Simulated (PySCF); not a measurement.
# SnOH₂: structure of the singlet

Aim: relax SnOH₂ as a singlet from a PBE0 minimum start, check by its vibrations whether the end is a minimum, and collect its spectrum and constants.

The runs use PySCF 2.14.0; PBE0, basis Sn def2-TZVP with ECP28, O def2-TZVP, H def2-TZVP, scalar-relativistic core potentials, no spin–orbit coupling, density fitting.

## Step 1: Starting geometry

4 atoms, charge 0, spin multiplicity 1.

Bond lengths: Sn1–O2 1.821 Å, Sn1–H3 1.713 Å, Sn1–H4 1.713 Å. Angles: O2–Sn1–H3 124.1°, O2–Sn1–H4 124.1°, H3–Sn1–H4 111.8°.

```xyz
4
charge 0 multiplicity 1
Sn    0.1732    0.0000    0.0943
O    -1.4255    0.0000   -0.7766
H     0.3386    0.0000    1.7996
H     1.6957    0.0000   -0.6913
```

## Step 2: The SCF at the typed geometry

The steps below are one call of a driver around PySCF. For each, scf.py gives the equivalent set-up of the SCF; relaxations use the driver's own optimiser. After this first run the driver tries any further starts and a stability analysis.

File scf.py:

```python
from pyscf import gto, scf, dft
mol = gto.M(atom='''
Sn     0.173166     0.000000     0.094345
O     -1.425485    -0.000000    -0.776639
H      0.338559     0.000000     1.799590
H      1.695657    -0.000000    -0.691300''',
    basis={'Sn': 'def2-TZVP', 'O': 'def2-TZVP', 'H': 'def2-TZVP'},
    ecp={'Sn': 'def2-TZVP'},
    charge=0, spin=0)
mf = dft.RKS(mol, xc='PBE0')
mf.grids.atom_grid = (50, 194)
aux = {'Sn': 'def2-universal-JKFIT', 'O': 'def2-universal-JKFIT', 'H': 'def2-universal-JKFIT'}
mf = mf.density_fit(auxbasis=aux)
mf.conv_tol = 1e-08
mf.diis_space = 10
mf.max_cycle = 60
mf.init_guess = 'minao'
mf.verbose = 4
mf.kernel()
```

Launch:

```bash
OMP_NUM_THREADS=2 python axn.py task.json out
```

Output:

```text
init E= -253.628059790652
  HOMO = -0.739534709300212  LUMO = -0.607268002971526  gap/eV = 3.59916
cycle= 1 E= -289.622051421041  delta_E=  -36  |g|= 2.35  |ddm|= 31.3
  HOMO = -0.00835010953607096  LUMO = 0.0558416296777075  gap/eV = 1.74675
cycle= 2 E= -288.641624926519  delta_E= 0.98  |g|=  3.4  |ddm|= 6.95
  HOMO = -0.31782582145259  LUMO = -0.0888111554939783  gap/eV = 6.23181
cycle= 3 E= -290.231573244675  delta_E= -1.59  |g|= 1.36  |ddm|= 3.66
  HOMO = -0.253855304237125  LUMO = -0.0909032369455645  gap/eV = 4.43415
cycle= 4 E= -290.596707342295  delta_E= -0.365  |g|= 0.221  |ddm|= 0.982
  HOMO = -0.259152374964494  LUMO = -0.0943932820257878  gap/eV = 4.48332
cycle= 5 E= -290.602855257784  delta_E= -0.00615  |g|= 0.0883  |ddm|= 0.103
  HOMO = -0.267183255501337  LUMO = -0.0942707382306942  gap/eV = 4.70519
cycle= 6 E= -290.604449890184  delta_E= -0.00159  |g|= 0.0204  |ddm|= 0.0507
  HOMO = -0.270644187037835  LUMO = -0.0951157084162624  gap/eV = 4.77637
cycle= 7 E= -290.60452490644  delta_E= -7.5e-05  |g|= 0.00768  |ddm|= 0.0187
  HOMO = -0.269836084956061  LUMO = -0.095030439869948  gap/eV = 4.75670
cycle= 8 E= -290.604538125696  delta_E= -1.32e-05  |g|= 0.000628  |ddm|= 0.0057
  HOMO = -0.269726410117027  LUMO = -0.0949677308016383  gap/eV = 4.75543
cycle= 9 E= -290.60453820206  delta_E= -7.64e-08  |g|= 0.00024  |ddm|= 0.000454
  HOMO = -0.269705004987113  LUMO = -0.0949699617634181  gap/eV = 4.75478
cycle= 10 E= -290.604538215405  delta_E= -1.33e-08  |g|= 3.88e-05  |ddm|= 0.000245
  HOMO = -0.269700008446605  LUMO = -0.0949704755762326  gap/eV = 4.75463
cycle= 11 E= -290.604538215761  delta_E= -3.57e-10  |g|= 6.96e-06  |ddm|= 5.17e-05
  HOMO = -0.269702591556243  LUMO = -0.0949705122775484  gap/eV = 4.75470
Extra cycle  E= -290.604538215655  delta_E= 1.07e-10  |g|= 2.39e-05  |ddm|= 2.03e-05
converged SCF energy = -290.604538215655
```

This step, with its further starts and checks, took 5.8 s on 2 threads of Arm Neoverse N1, shared host.

The test of internal stability found no lower closed-shell solution.

## Step 3: Relaxing the singlet from the PBE0 minimum start

The program finds C2v symmetry in the start, which this walk keeps.

Edit scf.py of step 2 so:

```diff
@@ -3,4 +3,4 @@
-Sn     0.173166     0.000000     0.094345
-O     -1.425485    -0.000000    -0.776639
-H      0.338559     0.000000     1.799590
-H      1.695657    -0.000000    -0.691300''',
+Sn     0.173075     0.000000     0.094295
+O     -1.425576     0.000000    -0.776689
+H      0.338468     0.000000     1.799540
+H      1.695565     0.000000    -0.691350''',
@@ -17 +16,0 @@
-mf.init_guess = 'minao'
```

Energy and gradient, step by step:

```
step  energy (Eh)  change (kJ/mol)  largest symmetric gradient (Eh/bohr)
   0  -290.604538             0.00                               0.00017
```

The walk took 1.9 s.

Geometry (Å) and forces (eV/Å) at some steps:

```
step 0
Sn   0.173   0.000   0.094  -0.004   0.000  -0.011
O   -1.426   0.000  -0.777   0.005   0.000   0.012
H    0.338   0.000   1.800  -0.001   0.000   0.000
H    1.696   0.000  -0.691  -0.001   0.000  -0.001
```

After 0 steps and 0.0 kJ/mol it ends at C2v: Sn–H 1.713 Å (×2), Sn–O 1.821 Å; H–Sn–H 111.8°, H–Sn–O 124.1° (×2).

## Step 4: Hessian and properties

The point is checked on the finer grid, and tightened if its gradient asks for it. The Hessian and the dipole derivatives come from central differences of analytic gradients, with steps of 0.02 bohr.

Edit scf.py of step 3 so:

```diff
@@ -3,4 +3,4 @@
-Sn     0.173075     0.000000     0.094295
-O     -1.425576     0.000000    -0.776689
-H      0.338468     0.000000     1.799540
-H      1.695565     0.000000    -0.691350''',
+Sn     0.173059     0.000000     0.094287
+O     -1.425406     0.000000    -0.776596
+H      0.338350     0.000000     1.799572
+H      1.695528     0.000000    -0.691466''',
@@ -11 +11 @@
-mf.grids.atom_grid = (50, 194)
+mf.grids.atom_grid = (75, 302)
@@ -14 +14 @@
-mf.conv_tol = 1e-08
+mf.conv_tol = 1e-10
```

The driver hands on the density of the step before, so the log starts near convergence.

Log of the central SCF (cycles and frontier levels):

```text
init E= -290.60456147027
  HOMO = -0.269701151220779  LUMO = -0.0949535291339032  gap/eV = 4.75513
cycle= 1 E= -290.604561470265  delta_E= 4.77e-12  |g|= 4.98e-06  |ddm|= 4.47e-06
  HOMO = -0.269702957460112  LUMO = -0.0949537097552415  gap/eV = 4.75517
Extra cycle  E= -290.60456147022  delta_E= 4.47e-11  |g|= 1.59e-05  |ddm|= 1.38e-05
converged SCF energy = -290.60456147022
```

The whole step took 43 s.

Geometry: C2v; Sn–H 1.713 Å (×2), Sn–O 1.820 Å; H–Sn–H 111.8°, H–Sn–O 124.1° (×2).

Modes, for the most abundant isotopes:

```tsv
symmetry	ω (cm⁻¹)	IR (km/mol)	μ (u)	type
b2	427	64.8	1.15	bend
b1	477	34.0	1.08	bend
a1	691	92.5	1.02	bend
a1	855	39.5	15.97	stretch
b2	1901	214	1.02	stretch
a1	1907	54.1	1.01	stretch
```

All wavenumbers are real: a minimum.

Properties at this point:

```yaml
Dipole_moment: 4.29 D
Highest_occupied_level: -7.34 eV
Lowest_empty_level: -2.58 eV
Rotational_constants: 4.157, 0.3405, 0.3147 cm⁻¹
Zero-point_energy: 37.4 kJ/mol
Principal_polarisabilities: 29.2, 41.8, 49.5 bohr³
Atomisation_energy_without_zero-point_energy: 854 kJ/mol
Principal_traceless_quadrupole_moments_about_the_centre_of_mass: -8.93, 1.97, 6.96 D Å
Entropy_at_298.15_K_and_1_bar: 260.3 J/(mol K)
Heat_capacity_Cp_at_298.15_K: 50.7 J/(mol K)
Enthalpy_at_298.15_K_above_0_K: 11.77 kJ/mol
Rotational_symmetry_number: 2
```

Charges (e) and bond orders:

```
atom  Mulliken  Löwdin  polar tensor  Mayer order to Sn1
 Sn1      0.69    0.57          1.19                   –
  O2     -0.64   -0.45         -0.72                1.89
H3,4     -0.03   -0.06         -0.24                0.88
```

Outer orbital energies (eV). occupied: -29.20, -29.08, -23.88, -14.19, -10.26, -9.03, -7.94, -7.34; empty: -2.58, -1.26, 0.64, 1.86.

Mulliken populations on Sn1 (outside its core potential): s 3.32, p 7.72, d 10.21, f 0.06.

## Step 5: Outcome

| quantity | value |
| --- | --- |
| minimum | singlet, C2v |
| geometry | Sn–H 1.713 Å (×2), Sn–O 1.820 Å; H–Sn–H 111.8°, H–Sn–O 124.1° (×2) |
| wavenumbers (cm⁻¹) | 427 (b2), 477 (b1), 691 (a1), 855 (a1), 1901 (b2), 1907 (a1) |
| dipole moment | 4.29 D |
| highest occupied, lowest empty level | -7.34, -2.58 eV |
| polar-tensor charge of Sn1 | +1.19 e |
| zero-point energy | 37.4 kJ/mol |
| entropy at 298.15 K | 260.3 J/(mol K) |
| atomisation energy (no zero-point energy) | 854 kJ/mol |

**Reading.** The PBE0 minimum start keeps its C2v symmetry and ends in a minimum. The strongest infrared band lies at 1901 cm⁻¹ (b2, stretch). Other starts or spin states, not run here, may lie lower.

The search up to here took 51 s.
